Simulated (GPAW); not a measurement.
TaTe:

```
Ta Te
1.0
     3.42009    0.00000    0.00000
     0.00000    3.42009    0.00000
     0.00000    0.00000    3.42009
Ta Te
1 1
Cartesian
  1.7100 1.7100 1.7100
  0.0000 0.0000 0.0000
```

The cell was built by a generator and needn't be a form met in nature.

Base run:

```yaml
Program: GPAW 26.7.0
Functional: PBEsol
Potentials_or_basis: PAW data sets generated in the run's folder for this functional
Cutoff: 600 eV
Basis: pw
k_mesh: 8 × 8 × 8
Occupations: fermi-dirac, width 0.05 eV
Spin: no spin polarisation
Hubbard_terms: Ta d U = 3 eV
```

Its results: band gap on the k mesh none (metal or under the smearing width); pressure -1.7 GPa.

Q: After a change of settings the same cell gave: band gap on the k mesh none (metal or under the smearing width); pressure 5.5 GPa. Which change was it?
A. hubbard terms from Ta d U = 3 eV to Ta d U = 4 eV
B. hubbard terms from Ta d U = 3 eV to Ta d U = 6 eV
C. hubbard terms from Ta d U = 3 eV to none

A: B.

Caveats: U without spin polarisation on a metal has little footing; the U is typed as a test and isn't derived for this compound.

Not every run made on this cell is shown here.
